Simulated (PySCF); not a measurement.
# C2H5AlS (SMILES C=C[S][AlH2]) at 5 levels

We compute a comparison of 5 runs (HF/STO-3G, B2PLYP/6-31G, BP86/6-31G, PBE0/def2-SVP, TPSS/cc-pVTZ) of C2H5AlS. Input form: a Python script.

The calculation is run with PySCF 2.14.0.

## (1) The molecule

The species is C2H5AlS (9 atoms), meant as a singlet with charge 0. SMILES: `C=C[S][AlH2]`. The shape comes from GFN2-xTB, which is rough for such elements, and wasn't checked as a minimum. This is one conformer, not always the lowest.

Bond lengths: C1–C2 1.328 Å, C2–S3 1.786 Å, S3–Al4 2.197 Å, C1–H5 1.078 Å, C1–H6 1.081 Å, C2–H7 1.081 Å, Al4–H8 1.535 Å, Al4–H9 1.537 Å. Angles: C1–C2–S3 124.0°, C2–S3–Al4 81.9°, C1–C2–H7 122.1°, S3–C2–H7 113.7°, C2–C1–H5 121.1°, C2–C1–H6 121.7°, S3–Al4–H8 124.1°, S3–Al4–H9 116.7°, H5–C1–H6 117.2°, H8–Al4–H9 119.2°.

## (2) Energy and gradient at HF/STO-3G (run 1)

File input.xyz:

```xyz
9

C     -0.516030     1.132670     0.559000
C      0.745170     0.779020     0.341030
S      1.437720    -0.795770     0.820380
Al    -0.031090    -1.535760    -0.636000
H     -0.871430     2.115590     0.295890
H     -1.211430     0.473780     1.059710
H      1.468660     1.462100    -0.080960
H     -1.540960    -1.613220    -0.371210
H      0.519400    -2.018410    -1.987840
```

File input.py:

```python
from pyscf import gto

mol = gto.Mole()
mol.atom = 'input.xyz'
mol.max_memory = 1860
mol.verbose = 4
mol.basis = 'sto-3g'
mol.build()

mf = mol.RHF()
mf.conv_tol = 1e-10
mf.kernel()
if not mf.converged:
    mf = mf.newton().run(mf.mo_coeff, mf.mo_occ)

etot = mf.e_tot
print('E(%s) = %.9f' % ('HF', etot))
grad = mf.nuc_grad_method().kernel()
mf.analyze()
```

On the command line:

```bash
$ OMP_NUM_THREADS=1 python input.py
```

What it wrote:

```text
PySCF version 2.14.0

[... 79 lines left out ...]
One-electron Energy =                -1362.556149082631009
[... 5 lines left out ...]
MO #1   energy= -90.6583051494394  occ= 2
[... 3 lines left out ...]
MO #5   energy= -8.57408521373421  occ= 2
[... 3 lines left out ...]
MO #9   energy= -4.74865777323741  occ= 2
[... 3 lines left out ...]
MO #13  energy= -1.01208692281145  occ= 2
[... 3 lines left out ...]
MO #17  energy= -0.522768774466904 occ= 2
[... 3 lines left out ...]
MO #21  energy= -0.364655343851536 occ= 2
[... 3 lines left out ...]
MO #25  energy= 0.339844698013647  occ= 0
[... 3 lines left out ...]
MO #29  energy= 0.649900299130747  occ= 0
[... 3 lines left out ...]
MO #33  energy= 0.994065533185075  occ= 0
[... 6 lines left out ...]
pop of  0 C 2pz           1.04104
pop of  1 C 1s            1.99984
pop of  1 C 2s            1.09862
pop of  1 C 2px           1.02521
pop of  1 C 2py           1.01691
pop of  1 C 2pz           0.98266
pop of  2 S 1s            2.00000
pop of  2 S 2s            1.99972
pop of  2 S 3s            1.82135
pop of  2 S 2px           1.99961
pop of  2 S 2py           1.99924
pop of  2 S 2pz           1.99966
pop of  2 S 3px           1.61837
pop of  2 S 3py           1.00621
pop of  2 S 3pz           1.65756
pop of  3 Al 1s           2.00000
pop of  3 Al 2s           2.00000
pop of  3 Al 3s           0.99986
pop of  3 Al 2px          1.99841
pop of  3 Al 2py          1.99871
pop of  3 Al 2pz          1.99854
pop of  3 Al 3px          0.64243
pop of  3 Al 3py          0.11581
pop of  3 Al 3pz          0.55658
pop of  4 H 1s            0.96343
pop of  5 H 1s            0.96269
pop of  6 H 1s            0.96612
pop of  7 H 1s            1.22053
pop of  8 H 1s            1.22784
 ** Mulliken atomic charges  **
charge of    0C =     -0.12412
charge of    1C =     -0.12324
charge of    2S =     -0.10170
charge of    3Al =      0.68966
charge of    4H =      0.03657
charge of    5H =      0.03731
charge of    6H =      0.03388
charge of    7H =     -0.22053
charge of    8H =     -0.22784
Dipole moment(X, Y, Z, Debye): -0.83957, -0.29001, -0.80294
```

Wall time 1.8 s (1 thread of Intel Xeon at 2.70GHz, shared host); peak memory 0.12 GiB.

## (3) The energy at B2PLYP/6-31G (run 2)

File input.py:

```python
from pyscf import gto, dft, mp

mol = gto.Mole()
mol.atom = [
    ('C', (-0.516030, 1.132670, 0.559000)),
    ('C', (0.745170, 0.779020, 0.341030)),
    ('S', (1.437720, -0.795770, 0.820380)),
    ('Al', (-0.031090, -1.535760, -0.636000)),
    ('H', (-0.871430, 2.115590, 0.295890)),
    ('H', (-1.211430, 0.473780, 1.059710)),
    ('H', (1.468660, 1.462100, -0.080960)),
    ('H', (-1.540960, -1.613220, -0.371210)),
    ('H', (0.519400, -2.018410, -1.987840)),
]
mol.basis = '6-31g'
mol.charge = 0
mol.max_memory = 1860
mol.verbose = 3
mol.build()

mf = dft.RKS(mol, xc='0.53*HF + 0.47*B88, 0.73*LYP')
mf.conv_tol = 1e-10
mf.grids.level = 5
mf.kernel()
if not mf.converged:
    mf = mf.newton().run(mf.mo_coeff, mf.mo_occ)

pt = mp.MP2(mf, frozen=12).run()
etot = mf.e_tot + 0.27 * pt.e_corr
print('PT2 part  %.8f' % (0.27 * pt.e_corr))
print('Final energy', etot)
dip = mf.dip_moment()
pop, q = mf.mulliken_pop()
```

On the command line:

```bash
$ OMP_NUM_THREADS=1 python input.py
```

What it wrote:

```text
converged SCF energy = -719.199227441739
E(RMP2) = -719.539255341316  E_corr = -0.340027899577372
E(SCS-RMP2) = -719.544127548177  E_corr = -0.344900106437968
PT2 part  -0.09180753
Final energy -719.2910349746246
Dipole moment(X, Y, Z, Debye): -1.56870,  1.09651, -0.82597
 ** Mulliken pop  **
pop of  0 C 1s            1.99713
pop of  0 C 2s            0.69938
pop of  0 C 3s            0.56348
pop of  0 C 2px           0.75894
pop of  0 C 2py           0.71740
pop of  0 C 2pz           0.57140
pop of  0 C 3px           0.20815
pop of  0 C 3py           0.32929
pop of  0 C 3pz           0.41156
pop of  1 C 1s            1.99728
pop of  1 C 2s            0.67783
pop of  1 C 3s            0.68724
pop of  1 C 2px           0.77374
pop of  1 C 2py           0.64393
pop of  1 C 2pz           0.58616
pop of  1 C 3px           0.29065
pop of  1 C 3py           0.41035
pop of  1 C 3pz           0.44411
pop of  2 S 1s            1.99970
pop of  2 S 2s            1.99768
pop of  2 S 3s            1.32996
pop of  2 S 4s            0.60287
pop of  2 S 2px           1.99152
pop of  2 S 2py           1.98889
pop of  2 S 2pz           1.99183
pop of  2 S 3px           1.10985
pop of  2 S 3py           0.81906
pop of  2 S 3pz           1.12625
pop of  2 S 4px           0.50809
pop of  2 S 4py           0.12590
pop of  2 S 4pz           0.53719
pop of  3 Al 1s           1.99978
pop of  3 Al 2s           1.99776
pop of  3 Al 3s           0.91195
pop of  3 Al 4s           0.09930
pop of  3 Al 2px          1.99136
pop of  3 Al 2py          1.98708
pop of  3 Al 2pz          1.99073
pop of  3 Al 3px          0.57960
pop of  3 Al 3py          0.13033
pop of  3 Al 3pz          0.50073
pop of  3 Al 4px          0.03894
pop of  3 Al 4py          0.02132
pop of  3 Al 4pz          0.02741
pop of  4 H 1s            0.53569
pop of  4 H 2s            0.29007
pop of  5 H 1s            0.53360
pop of  5 H 2s            0.27180
pop of  6 H 1s            0.53203
pop of  6 H 2s            0.25920
pop of  7 H 1s            0.50425
pop of  7 H 2s            0.70533
pop of  8 H 1s            0.50345
pop of  8 H 2s            0.69147
 ** Mulliken atomic charges  **
charge of    0C =     -0.25673
charge of    1C =     -0.51129
charge of    2S =     -0.12879
charge of    3Al =      0.72370
charge of    4H =      0.17424
charge of    5H =      0.19461
charge of    6H =      0.20876
charge of    7H =     -0.20958
charge of    8H =     -0.19492
```

Wall time 19 s (1 thread of Intel Xeon at 2.70GHz, shared host); peak memory 0.32 GiB.

Run 3 isn't shown in full; the table further down has it.

## (4) Energy and gradient at PBE0/def2-SVP (run 4)

File input.py:

```python
# C=C[S][AlH2]
import pyscf.grad
from pyscf import gto, dft

mol = gto.Mole()
mol.atom = [
    ('C', (-0.516030, 1.132670, 0.559000)),
    ('C', (0.745170, 0.779020, 0.341030)),
    ('S', (1.437720, -0.795770, 0.820380)),
    ('Al', (-0.031090, -1.535760, -0.636000)),
    ('H', (-0.871430, 2.115590, 0.295890)),
    ('H', (-1.211430, 0.473780, 1.059710)),
    ('H', (1.468660, 1.462100, -0.080960)),
    ('H', (-1.540960, -1.613220, -0.371210)),
    ('H', (0.519400, -2.018410, -1.987840)),
]
mol.basis = 'def2-svp'
mol.max_memory = 1860
mol.charge = 0
mol.verbose = 4
mol.build()

myscf = dft.RKS(mol)
myscf.xc = 'pbe0'
myscf.grids.level = 5
myscf.conv_tol = 1e-10
myscf.kernel()
if not myscf.converged:
    myscf = myscf.newton().run(myscf.mo_coeff, myscf.mo_occ)

e_final = myscf.e_tot
print('E(%s) = %.9f' % ('PBE0', e_final))
grad = myscf.Gradients().kernel()
dip = myscf.dip_moment()
pop, q = myscf.mulliken_pop()
```

On the command line:

```bash
$ OMP_NUM_THREADS=1 python input.py
```

What it wrote:

```text
PySCF version 2.14.0

[... 76 lines left out ...]
converged SCF energy = -719.211943210644
[... 13 lines left out ...]
Dipole moment(X, Y, Z, Debye): -0.92484,  1.12592, -0.25276
[... 60 lines left out ...]
pop of  3 Al 3dxy         0.01536
pop of  3 Al 3dyz         0.01495
pop of  3 Al 3dz^2        0.05010
pop of  3 Al 3dxz         0.04272
pop of  3 Al 3dx2-y2      0.04006
pop of  4 H 1s            0.73966
pop of  4 H 2s            0.16478
pop of  4 H 2px           0.00559
pop of  4 H 2py           0.01414
pop of  4 H 2pz           0.00553
pop of  5 H 1s            0.73401
pop of  5 H 2s            0.14289
pop of  5 H 2px           0.00903
pop of  5 H 2py           0.00911
pop of  5 H 2pz           0.00728
pop of  6 H 1s            0.73717
pop of  6 H 2s            0.14661
pop of  6 H 2px           0.00943
pop of  6 H 2py           0.00789
pop of  6 H 2pz           0.00590
pop of  7 H 1s            0.72595
pop of  7 H 2s            0.44182
pop of  7 H 2px           0.00593
pop of  7 H 2py           0.00018
pop of  7 H 2pz           0.00054
pop of  8 H 1s            0.72615
pop of  8 H 2s            0.42760
pop of  8 H 2px           0.00116
pop of  8 H 2py           0.00063
pop of  8 H 2pz           0.00475
 ** Mulliken atomic charges  **
charge of    0C =     -0.02296
charge of    1C =     -0.23169
charge of    2S =     -0.23173
charge of    3Al =      0.56010
charge of    4H =      0.07030
charge of    5H =      0.09769
charge of    6H =      0.09300
charge of    7H =     -0.17443
charge of    8H =     -0.16028
```

It took 38 s on 1 thread of Intel Xeon at 2.70GHz, shared host; peak memory 0.87 GiB.

## (5) Energy and forces at TPSS/cc-pVTZ (run 5)

File input.py:

```python
from pyscf import gto, dft

mol = gto.M(
    atom='''
C     -0.516030     1.132670     0.559000
C      0.745170     0.779020     0.341030
S      1.437720    -0.795770     0.820380
Al    -0.031090    -1.535760    -0.636000
H     -0.871430     2.115590     0.295890
H     -1.211430     0.473780     1.059710
H      1.468660     1.462100    -0.080960
H     -1.540960    -1.613220    -0.371210
H      0.519400    -2.018410    -1.987840
''',
    verbose=4,
    basis='cc-pvtz',
    max_memory=1860,
)

ks = dft.RKS(mol)
ks.xc = 'tpss'
ks.conv_tol = 1e-10
ks.grids.level = 5
ks.kernel()
if not ks.converged:
    ks = ks.newton().run(ks.mo_coeff, ks.mo_occ)

e_final = ks.e_tot
print('E = %.10f Eh' % e_final)
grad = ks.nuc_grad_method().kernel()
dip = ks.dip_moment()
pop, q = ks.mulliken_pop()
```

On the command line:

```bash
$ OMP_NUM_THREADS=1 python input.py
```

What it wrote:

```text
PySCF version 2.14.0

[... 82 lines left out ...]
converged SCF energy = -719.94679067513
[... 13 lines left out ...]
Dipole moment(X, Y, Z, Debye): -0.81606,  1.16101, -0.14831
[... 169 lines left out ...]
pop of  6 H 3dxz          0.00036
pop of  6 H 3dx2-y2       0.00089
pop of  7 H 1s            0.24055
pop of  7 H 2s            0.57811
pop of  7 H 3s            0.31011
pop of  7 H 2px           0.00131
pop of  7 H 2py           0.00003
pop of  7 H 2pz           0.00007
pop of  7 H 3px           0.00799
pop of  7 H 3py           0.00083
pop of  7 H 3pz           0.00196
pop of  7 H 3dxy          0.00003
pop of  7 H 3dyz          0.00001
pop of  7 H 3dz^2         0.00011
pop of  7 H 3dxz          0.00012
pop of  7 H 3dx2-y2       0.00026
pop of  8 H 1s            0.24004
pop of  8 H 2s            0.57592
pop of  8 H 3s            0.30789
pop of  8 H 2px           0.00019
pop of  8 H 2py           0.00013
pop of  8 H 2pz           0.00105
pop of  8 H 3px           0.00287
pop of  8 H 3py           0.00127
pop of  8 H 3pz           0.00708
pop of  8 H 3dxy          0.00003
pop of  8 H 3dyz          0.00011
pop of  8 H 3dz^2         0.00021
pop of  8 H 3dxz          0.00017
pop of  8 H 3dx2-y2       0.00003
 ** Mulliken atomic charges  **
charge of    0C =     -0.17680
charge of    1C =     -0.10751
charge of    2S =     -0.18325
charge of    3Al =      0.39256
charge of    4H =      0.10735
charge of    5H =      0.13016
charge of    6H =      0.11594
charge of    7H =     -0.14147
charge of    8H =     -0.13698
```

Wall time 3.6 min (1 thread of Intel Xeon at 2.70GHz, shared host); peak memory 3.1 GiB.

## (6) The series

| run | level | task | frozen core orbitals | energy (Eh) | dipole moment (D) | HOMO energy (eV) | LUMO energy (eV) | wall time |
| --- | --- | --- | --- | --- | --- | --- | --- | --- |
| 1 | HF/STO-3G | gradient | – | -709.878179 | 1.20 | -6.08 | 7.97 | 1.8 s |
| 2 | B2PLYP/6-31G | energy | 12 | -719.291035 | 2.08 | -7.61 | -0.36 | 19 s |
| 3 | BP86/6-31G | gradient | – | -719.783349 | 1.85 | -5.64 | -2.25 | 25 s |
| 4 | PBE0/def2-SVP | gradient | – | -719.211943 | 1.48 | -6.76 | -1.27 | 38 s |
| 5 | TPSS/cc-pVTZ | gradient | – | -719.946791 | 1.43 | -5.76 | -1.94 | 3.6 min |

## (7) Outcome

| quantity | value |
| --- | --- |
| run 5: total energy | -719.94679 Eh |
| run 5: dipole moment | 1.43 D |
| run 5: HOMO energy | -5.76 eV |
| run 5: LUMO energy | -1.94 eV |
| run 5: HOMO–LUMO gap | 3.82 eV |
| run 5: largest force on an atom | 0.750 eV/Å |

**Reading.** The dipole moment (its size) runs from 1.20 D (HF/STO-3G) to 2.08 D (B2PLYP/6-31G). The two ends differ in method and basis. A double hybrid's value is that of its SCF part. The HOMO–LUMO gap runs from 3.39 eV (BP86/6-31G) to 14.05 eV (HF/STO-3G). Totals of different functionals can't be ranked against each other. In run 1 the basis is minimal, so the values are rough. All runs together took 5 min, the longest 3.6 min.
